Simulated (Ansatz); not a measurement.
**C2H3Cl2Si (SMILES [H]/[C]=C/[SiH](Cl)Cl): UCCSD(T)/def2-SVP**

Aim: the vertical ionisation energy of C2H3Cl2Si at UCCSD(T)/def2-SVP, from 2 runs. 

The results are computed with Ansatz 0.2.0.

61 further runs of the same task are left out: 61 set aside as unsound or not needed.

## Step 1: The structure to begin with

C2H3Cl2Si has 8 atoms, charge 0, and is taken as a doublet. SMILES: `[H]/[C]=C/[SiH](Cl)Cl`. Geometry: relaxed at PBE0-D4/def2-TZVP. This is one conformer, not always the lowest.

Bond lengths: C1–C2 1.302 Å, C2–Si3 1.849 Å, Si3–Cl4 2.046 Å, Si3–Cl5 2.046 Å, C1–H6 1.081 Å, C2–H7 1.096 Å, Si3–H8 1.473 Å. Angles: C1–C2–Si3 119.3°, C2–Si3–Cl4 109.6°, C2–Si3–Cl5 109.6°, Cl4–Si3–Cl5 108.1°, C1–C2–H7 121.6°, Si3–C2–H7 119.1°, C2–C1–H6 140.4°, C2–Si3–H8 111.7°, Cl4–Si3–H8 108.9°, Cl5–Si3–H8 108.9°.

## Step 2: The energy at UCCSD(T)/def2-SVP

File run.yaml:

```yaml
crystal:
  periodic: [false, false, false]
  atoms:
    - {symbol: C, position_ang: [-0.467200, 1.549800, 0.659300]}
    - {symbol: C, position_ang: [-0.193600, 0.279100, 0.737900]}
    - {symbol: Si, position_ang: [0.301600, -0.635800, -0.791100]}
    - {symbol: Cl, position_ang: [-1.013100, -2.166600, -1.130900]}
    - {symbol: Cl, position_ang: [2.164100, -1.443500, -0.534600]}
    - {symbol: H, position_ang: [-0.772500, 2.376400, 1.285600]}
    - {symbol: H, position_ang: [-0.249600, -0.262100, 1.689000]}
    - {symbol: H, position_ang: [0.322500, 0.245600, -1.971100]}
basis:
  gaussian:
    orbitals: def2-SVP
magnetization:
  spin_polarized: true
  initial_magnetization: 1
correlation:
  method: ccsd_t
  frozen_orbitals: {C: 1, Cl: 5, H: 0, Si: 5}
accuracy: high
scf:
  omitted_lower_state_checks: [cluster_reference, increment]
```

The run is started by

```sh
ansatz run run.yaml --threads 1 --pin off --max-ram 3480MiB --events-out events.jsonl --progress --plain --runs-dir runs
```

What it wrote (excerpt; [...] marks lines left out):

```text
Warning: RAYON_NUM_THREADS=1 ignored (pool sized by the plan → 1); use --threads N
Functional definition: HF
  name "HF"
[...]
2058 factors; integrals over basis functions are off by at most 5.3e-9 eV
[...]
mean field -34966.79873636 eV, -1285.0061522138 hartree, gradient 2.2e-8 eV, S^2 0.928654; 0 other end points of the search recorded, 0 dependent functions left out
17 core orbitals not correlated: weight in the atoms' cores, before any rotation towards them, 1.000 or more for the frozen orbitals, at most 0.000 for the correlated occupied ones
reference -34966.79873636 eV, -1285.0061522138 hartree; 15, 14 occupied and 65, 66 virtual orbitals, 2058 factors
second order -15.68890528 eV of doubles, -0.00000000 eV of singles
cycle   1  -16.73824008 eV  change    -1.0e0 eV  update   9.9e-2
[...]
cycle  24  -17.39777079 eV  change    2.3e-9 eV  update   1.8e-9
perturbative correction -0.50839503 eV, -0.0186831726 hartree
Total energy: -34984.70490218 eV, -1285.6641916705 hartree
Checks for a lower state left out: cluster_reference, increment
```

Wall time 98 s (1 thread of Arm Neoverse V1, shared host); peak memory 1.1 GiB.

## Step 3: The singlet cation, same level

run.yaml, as its differences from that of step 2:

```diff
@@ -14,5 +14,3 @@
     orbitals: def2-SVP
-magnetization:
-  spin_polarized: true
-  initial_magnetization: 1
+total_charge: 1
 correlation:
```

The run is started by

```sh
ansatz run run.yaml --threads 1 --pin off --max-ram 3480MiB --events-out events.jsonl --progress --plain --runs-dir runs
```

What it wrote (excerpt; [...] marks lines left out):

```text
Warning: RAYON_NUM_THREADS=1 ignored (pool sized by the plan → 1); use --threads N
[... 2 set-up lines as earlier in the session ...]
[...]
2057 factors; integrals over basis functions are off by at most 5.3e-9 eV
[...]
mean field -34957.41028672 eV, -1284.6611330534 hartree, gradient 1.8e-8 eV, S^2 0.000000; 0 other end points of the search recorded, 0 dependent functions left out; unrestricted orbitals would lower it
17 core orbitals not correlated: weight in the atoms' cores, before any rotation towards them, 1.000 or more for the frozen orbitals, at most 0.000 for the correlated occupied ones
reference -34957.41028672 eV, -1284.6611330534 hartree; 14, 14 occupied and 66, 66 virtual orbitals, 2057 factors
second order -16.06409738 eV of doubles, -0.00000000 eV of singles
cycle   1  -16.94854765 eV  change   -8.8e-1 eV  update   1.2e-1
[...]
cycle  31  -17.64773974 eV  change  -2.5e-11 eV  update   1.8e-9
perturbative correction -0.62483325 eV, -0.0229621985 hartree
Total energy: -34975.68285972 eV, -1285.3326377253 hartree
Checks for a lower state left out: cluster_reference, increment
```

Wall time 30 s (1 thread of Arm Neoverse V1, shared host); peak memory 0.55 GiB.

## Step 4: Summary of results

Level: UCCSD(T)/def2-SVP, 17 core orbitals frozen.

```
                                                       quantity           value
                                doublet C2H3Cl2Si: total energy  -1285.66419 Eh
doublet C2H3Cl2Si: correlation energy (17 core orbitals frozen)      -658.0 mEh
                              doublet C2H3Cl2Si: (T) correction      -18.68 mEh
           doublet C2H3Cl2Si: ⟨S²⟩ of the reference determinant           0.929
                               doublet C2H3Cl2Si: T1 diagnostic           0.026
                                   singlet cation: total energy  -1285.33264 Eh
   singlet cation: correlation energy (17 core orbitals frozen)      -671.5 mEh
                                 singlet cation: (T) correction      -22.96 mEh
                                  singlet cation: T1 diagnostic           0.030
             vertical ionisation energy (to the singlet cation)        9.022 eV
```

In words: Removing an electron at fixed nuclei costs 9.02 eV (208 kcal/mol). Only the singlet of the ionised species was computed; a triplet could lie lower. ⟨S²⟩ (doublet C2H3Cl2Si) is 0.93 where a pure doublet has 0.75: the reference is spin-contaminated. The triples (doublet C2H3Cl2Si) make up 2.8 % of the correlation energy. The T1 diagnostic (singlet cation) of 0.030 is above the customary mark for such species, so a single reference may not serve. The restricted solution (singlet cation) is unstable to spin breaking: an unrestricted one lies lower.
